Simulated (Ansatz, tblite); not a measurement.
## A script for SnO (GFN2-xTB)

These are simulated results from tblite 0.8.0, not measurements. The cell began as a measured structure and was relaxed with r2SCAN+rVV10 in plane waves (Ansatz 0.2.0). All runs are without spin polarisation.

The symmetry is P4/nmm (No. 129, tetragonal); a = 3.793 Å, c = 4.758 Å in the conventional setting, 17.11 Å³ an atom. Sn is surrounded by 4 O at 2.22 Å; O is surrounded by 4 Sn at 2.22 Å.

tblite solves periodic systems at the zone centre alone, so the script builds a cluster of 3×3×2 conventional cells (72 atoms), which folds in a coarse mesh of k points.

run.py reads:

```python
import json
from ase import Atoms
from ase.build import make_supercell
from ase.units import Bohr, GPa, Hartree
from tblite.interface import Calculator

atoms = Atoms(['Sn', 'Sn', 'O', 'O'],
              cell=[[3.792649, -0.0, 0.0], [-0.0, 3.792649, 0.0], [0.0, 0.0, 4.758214]],
              scaled_positions=[[0.5, -0.0, 0.241034], [0.0, 0.5, 0.758966], [-0.0, 0.0, 0.0], [0.5, 0.5, 0.0]],
              pbc=True)
cluster = make_supercell(atoms, [[3, 0, 0], [0, 3, 0], [0, 0, 2]])
calc = Calculator('GFN2-xTB', cluster.numbers, cluster.positions / Bohr, lattice=cluster.cell[:] / Bohr, periodic=cluster.pbc)
calc.set('temperature', 0.02 / Hartree)
calc.set('max-iter', 150)
res = calc.singlepoint()
levels = res.get('orbital-energies') * Hartree
nv = round(res.get('orbital-occupations').sum() / 2)
cells = len(cluster) // len(atoms)
out = {'energy_per_cell': res.get('energy') * Hartree / cells, 'homo': levels[nv - 1], 'lumo': levels[nv],
       'stress': (-res.get('virial') * Hartree / cluster.get_volume() / GPa).tolist(), 'charges': res.get('charges')[:len(atoms)].tolist(), 'electrons': 2 * nv / cells}
json.dump(out, open('results.json', 'w'))
for key, value in out.items():
    print(key, value)
```

Command: `python run.py`. It took 5.5 s on 1 thread of Arm Neoverse V2, on a shared host, peak memory 0.12 GiB.

The log:

```
------------------------------------------------------------
  cycle        total energy    energy error   density error
------------------------------------------------------------
      1     -215.2603073675  -2.1542343E+02   4.1017052E-01
      2     -223.6112146055  -8.3509072E+00   1.2500055E-01
      3     -225.0251519143  -1.4139373E+00   7.9968842E-02
      4     -224.9161772174   1.0897470E-01   5.6628867E-02
      5     -225.2680766693  -3.5189945E-01   1.3020007E-02
      6     -225.2277802848   4.0296384E-02   2.2811430E-02
      7     -225.2256831090   2.0971758E-03   2.3209237E-02
      8     -225.2272311548  -1.5480459E-03   2.2030418E-02
      9     -225.1868270793   4.0404075E-02   2.7755231E-02
     10     -225.2058195303  -1.8992451E-02   2.4764298E-02
     11     -225.2271245484  -2.1305018E-02   2.0164825E-02
     12     -225.2567879692  -2.9663421E-02   1.0748914E-02
     13     -225.2634944673  -6.7064981E-03   6.8685455E-03
     14     -225.2679168368  -4.4223695E-03   9.6248482E-04
     15     -225.2679851684  -6.8331561E-05   3.5144779E-04
     16     -225.2679817968   3.3715096E-06   3.2165045E-04
     17     -225.2679838524  -2.0555726E-06   2.9034972E-04
     18     -225.2679865827  -2.7302481E-06   2.2036199E-04
     19     -225.2679884310  -1.8483329E-06   1.2768263E-04
     20     -225.2679891802  -7.4919970E-07   9.8221903E-05
     21     -225.2679901272  -9.4702381E-07   2.6369215E-05
     22     -225.2679901765  -4.9315815E-08   1.4922405E-05
------------------------------------------------------------

 total:                                   5.008 sec
energy_per_cell -340.54745775706965
homo -11.11593533805613
lumo -8.696176490392643
stress [[8.545642729429858, -7.473796227780752e-07, -3.8870284002694646e-07], [-7.473796228187196e-07, 8.545642729429984, 3.887029199506731e-07], [-3.887028399088428e-07, 3.8870292007748656e-07, 1.9289710606563557]]
charges [0.45393632566090725, 0.4539013389932104, -0.4539307695763801, -0.45392742104206074]
electrons 20.0
```

The cycle table is in hartree for the whole cluster, and the lines after it are in eV (the energy for one cell). The printed stress is in GPa and positive in compression, and the pressure is its mean diagonal.

GFN2-xTB gives a gap of 2.42 eV. On the same cell, plane-wave PBE (Ansatz, 6×6×6 k points and the special points) gives no gap (an overlap of 0.08 eV at the points read) and r2SCAN a level spacing of 0.02 eV, too small to call a gap; on shared hosts these took about 3.9 and 9.7 core-seconds on the 4-atom cell, against 5.5 for the script. Spin-orbit coupling, left out in all these runs, can cut or reorder the gap by tenths of an eV, up to about 1 eV with Pb or Bi. It shows a gap where PBE has none, though the cluster may miss the k points where PBE's bands overlap. xTB was fitted to molecules, so gaps, charges and pressures of solids can be far off, and the gap also depends on the size of the cluster.

The same script was run on cells scaled at fixed shape and fractional coordinates:

```
volume (Å³/atom)  energy (meV/atom)  pressure (GPa, positive in compression)  gap (eV)
           15.06              131.6                                    15.37      1.92
           16.08               51.2                                    10.00      2.22
           17.11                0.0                                     6.34      2.42
           18.14              -29.2                                     3.12      2.61
           19.16              -39.7                                     0.40      2.68
```

The minimum lies beyond the largest of these volumes.

xTB was fitted mostly to molecules, and a small cluster samples few k points, so gaps, pressures and kinks along a curve can be far from a solid's.

No spin-orbit coupling is included; it can move band edges with weight on the heavy atoms by tenths of an eV.
